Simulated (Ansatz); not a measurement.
Consider a convergence test of the plane-wave cutoff of Al, space group Im-3m (Ansatz 0.2.0 through its Python package).

`al.vasp`
```text
Al
1.0
  -1.59121869    1.59121869    1.59121869
   1.59121869   -1.59121869    1.59121869
   1.59121869    1.59121869   -1.59121869
Al
1
Direct
   0.00000000    0.00000000    0.00000000
```

`al.py`:
```python
"""Cutoff test for Al."""

import ansatz
from ase.io import read

SMEARING = "cold"

atoms = read("al.vasp", format="vasp")
system = ansatz.Crystal.from_ase(atoms)

setup = (
    system.calculation()
    .functional(ansatz.Functional.PBESOL)
    .occupations(SMEARING)
    .kpoints(10)
    .forces()
    .stress()
)

rows = []
for value in [300, 400, 500, 600]:
    r = setup.basis(value).run().report
    rows.append((value, r["free_energy_ev"] / len(r["lattice"]["sites"]), r["n_iterations"], sum(r["stress_gpa"][i][i] for i in range(3)) / 3, max(abs(f) for row in r["forces_ev_ang"] for f in row), r["n_pw"]))

print(" cutoff (eV)   F/atom (eV)    iterations       P (GPa)  max component (eV/A)   plane waves")
for row in rows:
    print(f"{str(row[0]):>12s}  {row[1]:12.5f}  {row[2]:12d}  {row[3]:12.3f}  {row[4]:20.4f}  {row[5]:12d}")

# differences from the last row
for row in rows[:-1]:
    shift = 1000 * (row[1] - rows[-1][1])
    print(f"{row[0]}: {shift:+.2f} meV/atom" + ("  (within 5 meV)" if abs(shift) < 5 else ""))
```

From which cutoff on is the energy per atom within 5 meV of the last row, and how does it get there?

From 400 eV on it stays within 5 meV an atom of the value at 600 eV; the first row (300 eV) is off by 30.2 meV and the last but one by 0.07 meV. The energy falls steadily, as expected when plane waves are added. The pressure moves from 3.36 to 2.72 GPa (the program's stress holds a Pulay correction, so it settles early).

The output:

```console
$ python al.py
DeckWarning: basis.ecutwfc = 300 eV is below the records' recommended 420 eV, and the density's cutoff is lower with it unless basis.ecutrho_ratio is high enough to keep the records' density cutoff: compare with a run at a higher cutoff
DeckWarning: basis.ecutwfc = 400 eV is below the records' recommended 420 eV, and the density's cutoff is lower with it unless basis.ecutrho_ratio is high enough to keep the records' density cutoff: compare with a run at a higher cutoff
 cutoff (eV)   F/atom (eV)    iterations       P (GPa)  max component (eV/A)   plane waves
         300    -524.43088             4         3.363                0.0000           201
         400    -524.46009             3         2.715                0.0000           321
         500    -524.46102             3         2.724                0.0000           381
         600    -524.46109             3         2.722                0.0000           555
300: +30.20 meV/atom
400: +1.00 meV/atom  (within 5 meV)
500: +0.07 meV/atom  (within 5 meV)
```
(Warnings from the package without file and line.)

Notes:
- For a metal this k-point mesh is coarse: on a finer one energies can move by several to tens of meV an atom and pressures by half a GPa or more, differences at one mesh by less.
- Forces vanish by symmetry here and test nothing.
- Pressure is positive in compression.
- This isn't the structure that Al takes at ambient conditions.
- Shifts are counted from the last row, which is itself no proven limit.
- The whole script took 1.5 s on 1 thread of Intel(R) Xeon(R) 6975P-C (Granite Rapids), with other jobs on the host, peak memory 0.4 GiB.

(Lines on the test bed's own set-up are left out of the output.)
